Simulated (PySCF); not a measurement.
# C4H9PSi2: the cost of one run

The runs use PySCF 2.14.0, with density-fitted response routines of our own; the level of theory stands in each step. All values are computed, except where a source is named. Atoms are numbered from 0 throughout.

## Step 1: Starting geometry

16 atoms, charge 0, multiplicity 1; geometry from: GFN2-xTB.

Bonds of the start (Å): C0–C1 1.20, C1–Si2 1.85, Si2–Si3 2.34, Si3–P4 2.25, Si3–C5 1.89, C5–C6 1.32, C0–H7 1.05, Si2–H8 1.47, Si2–H9 1.47, Si3–H10 1.48, P4–H11 1.38, P4–H12 1.38, C5–H13 1.08, C6–H14 1.08, C6–H15 1.08.

## Step 2: TDDFT and polarisability: B3LYP/def2-SVPD

The job: settings as JSON, then the geometry in Å.

```
{"job": {"kind": "uv", "xc": "B3LYP", "basis": "def2-SVPD", "nstates": 8, "ntriplets": 3}, "charge": 0, "multiplicity": 1}
C      3.765194    -0.570912     0.867417
C      2.783269    -0.639140     0.175949
Si     1.240346    -0.708800    -0.843038
Si    -0.471033     0.382713     0.326599
P     -0.492469     2.626149     0.112875
C     -2.171307    -0.174670    -0.277298
C     -2.922580    -1.078855     0.329614
H      4.627681    -0.514107     1.468253
H      1.578515    -0.071127    -2.126237
H      0.964060    -2.128932    -1.098154
H     -0.401410     0.152636     1.782048
H     -0.334408     2.621850    -1.261468
H      0.866900     2.766557     0.321413
H     -2.549779     0.284381    -1.184492
H     -2.596727    -1.564487     1.235223
H     -3.893852    -1.374313    -0.037667
```

Level: TDDFT B3LYP/def2-SVPD, vertical, gas phase, core orbitals frozen in the response.

Run with:

```console
> OMP_NUM_THREADS=1 python probes_run.py task.json out
```

The driver reads the jobs from task.json and runs them one after another.

**Question.** How long does this job take on 1 thread of Intel Xeon at 2.60GHz, shared host, and how much memory does it need?

About 46 s, with a peak of 0.92 GiB.
